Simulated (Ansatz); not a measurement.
# Si2H6S2: up Jacob's ladder to CCSD(T)

One table from this session's results is given with a row withheld; the runs are named, their logs left out.

Computed with Ansatz 0.2.0, Gaussian basis. Level: functionals in def2-TZVPP, the program's frozen cores in correlated methods.

Levels to be run: PBE-D4, r2SCAN-D4, PBE0-D4, B3LYP-D4, ωB97X-V, ωB97M-V, B2PLYP; CCSD(T)/def2-TZVPP; MP2/def2-QZVPP; extrapolation to the limit.

## The relaxed structure

An earlier PBE0-D4 in a triple-zeta def2 set relaxation fixed the geometry.

SMILES `[SiH3]SS[SiH3]`, 10 atoms, charge 0, spin multiplicity 1.

Atoms are counted from 1 here; the program's logs count them from 0.

Bond lengths: Si1–S2 2.143 Å, Si1–H5 1.483 Å, Si1–H6 1.483 Å, Si1–H7 1.486 Å, S2–S3 2.082 Å, S3–Si4 2.143 Å, Si4–H8 1.483 Å, Si4–H9 1.486 Å, Si4–H10 1.483 Å. Angles: S2–Si1–H5 110.1°, S2–Si1–H6 110.1°, S2–Si1–H7 105.7°, H5–Si1–H6 109.9°, H5–Si1–H7 110.5°, H6–Si1–H7 110.5°, Si1–S2–S3 96.5°, S2–S3–Si4 96.5°, S3–Si4–H8 110.1°, S3–Si4–H9 105.7°, S3–Si4–H10 110.1°, H8–Si4–H9 110.5°, H8–Si4–H10 109.9°, H9–Si4–H10 110.5°.

Set-up of the first run:

The input, in.yaml:

```yaml
crystal:
  periodic: [false, false, false]
  atoms:
    - {symbol: Si, position_ang: [-1.120266, 1.677313, 0.253293]}
    - {symbol: S, position_ang: [0.989093, 1.316332, 0.358886]}
    - {symbol: S, position_ang: [0.865842, -0.504260, 1.360936]}
    - {symbol: Si, position_ang: [1.002294, -1.747722, -0.378607]}
    - {symbol: H, position_ang: [-1.690521, 1.761907, 1.619219]}
    - {symbol: H, position_ang: [-1.787084, 0.590996, -0.505179]}
    - {symbol: H, position_ang: [-1.270206, 2.975320, -0.454684]}
    - {symbol: H, position_ang: [-0.125034, -1.463175, -1.299564]}
    - {symbol: H, position_ang: [0.927459, -3.145462, 0.120651]}
    - {symbol: H, position_ang: [2.291422, -1.512351, -1.072050]}
basis:
  gaussian: {orbitals: def2-TZVPP}
hamiltonian: {xc: pbe, dispersion: d4}
output: {forces: true, orbitals: {seedname: orbitals}}
```

Launch:

```bash
> ansatz run in.yaml --threads 4 --pin off --events-out ev --progress --plain --max-ram 10444MiB
```

Among the steps run: PBE-D4 (GGA); r2SCAN-D4 (meta-GGA); PBE0-D4 (hybrid); B3LYP-D4 (hybrid); ωB97X-V (range-separated); ωB97M-V (range-separated); B2PLYP (double hybrid); CCSD(T) in def2-TZVPP; MP2 in def2-QZVPP.

One of the session's tables, all rows but one given; the rest of the session is left out.

It belongs to the step «Atomisation energies». 

```
            method  atomisation energy (kJ/mol)
            PBE-D4                            ?
         r2SCAN-D4                       2896.3
           PBE0-D4                       2862.4
          B3LYP-D4                       2880.7
           ωB97X-V                       2923.8
           ωB97M-V                       2908.6
            B2PLYP                       2829.7
     HF/def2-TZVPP                       2111.7
    MP2/def2-TZVPP                       2798.4
   CCSD/def2-TZVPP                       2758.7
CCSD(T)/def2-TZVPP                       2799.6
           MP2/CBS                       2896.5
       CCSD(T)/CBS                       2897.7
```

Estimate the missing values for PBE-D4.

The run gave: atomisation energy (kJ/mol): 2880.1. In the column «atomisation energy (kJ/mol)» it lies between PBE0-D4 (2862.4) and B3LYP-D4 (2880.7).
